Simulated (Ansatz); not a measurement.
# BFH₃InO: basis-set convergence

The task here is to estimate one member of a computed series from the others.

Computed with Ansatz 0.2.0, Gaussian basis. Level: one geometry, several basis sets.

Plan: PBE0-D4/def2-SVP; ωB97M-V/def2-SVP; PBE0-D4/def2-QZVPP; ωB97M-V/def2-QZVPP; the functionals' def2-TZVPP values are taken from earlier runs.

1 further run of the same task is left out (for a known fault of the program).

**The relaxed structure**

An earlier PBE0-D4 in a triple-zeta def2 set relaxation fixed the geometry. In takes the def2 core potential; no spin-orbit term is included.

SMILES `FB[O][InH2]`, 7 atoms, charge 0, spin multiplicity 1.

Atoms are counted from 1 here; the program's logs count them from 0.

Bond lengths: F1–B2 1.386 Å, B2–O3 1.311 Å, B2–H5 1.195 Å, O3–In4 2.065 Å, In4–H6 1.702 Å, In4–H7 1.702 Å. Angles: F1–B2–O3 116.6°, F1–B2–H5 115.9°, O3–B2–H5 127.5°, B2–O3–In4 107.8°, O3–In4–H6 110.9°, O3–In4–H7 110.9°, H6–In4–H7 137.8°.

The first run:

File in.yaml:

```yaml
crystal:
  periodic: [false, false, false]
  atoms:
    - {symbol: F, position_ang: [-0.113271, -1.450357, 0.494368]}
    - {symbol: B, position_ang: [1.014683, -0.662199, 0.658436]}
    - {symbol: O, position_ang: [0.954092, 0.556624, 0.179801]}
    - {symbol: In, position_ang: [-0.910862, 0.809509, -0.671246]}
    - {symbol: H, position_ang: [1.933640, -1.176255, 1.222995]}
    - {symbol: H, position_ang: [-2.003915, 1.478630, 0.448978]}
    - {symbol: H, position_ang: [-0.874366, 0.444049, -2.333332]}
basis:
  gaussian: {orbitals: def2-SVP}
hamiltonian: {xc: pbe0, dispersion: d4}
output: {orbitals: {seedname: orbitals}}
```

Launch:

```
> ansatz run in.yaml --threads 2 --pin off --events-out ev --progress --plain --max-ram 4352MiB
```

Among the steps run: PBE0-D4 in def2-SVP; ωB97M-V in def2-SVP; PBE0-D4 in def2-QZVPP; ωB97M-V in def2-QZVPP.

One of the session's tables, all rows but one given; the rest of the session is left out.

It belongs to the step «Density functionals: the series». 

| functional | basis | HOMO (eV) | LUMO (eV) |
| --- | --- | --- | --- |
| PBE0-D4 | def2-SVP | -8.69 | -1.57 |
| PBE0-D4 | def2-TZVPP | -8.77 | -1.65 |
| PBE0-D4 | def2-QZVPP | -8.78 | -1.65 |
| ωB97M-V | def2-SVP | ? | ? |
| ωB97M-V | def2-TZVPP | -11.00 | -0.19 |
| ωB97M-V | def2-QZVPP | -11.01 | -0.23 |

**Question.** Estimate the row for ωB97M-V, def2-SVP.

The run gave: HOMO (eV): -10.90; LUMO (eV): 0.01. In the column «HOMO (eV)» it lies between ωB97M-V, def2-TZVPP (-11.00) and PBE0-D4, def2-QZVPP (-8.78).
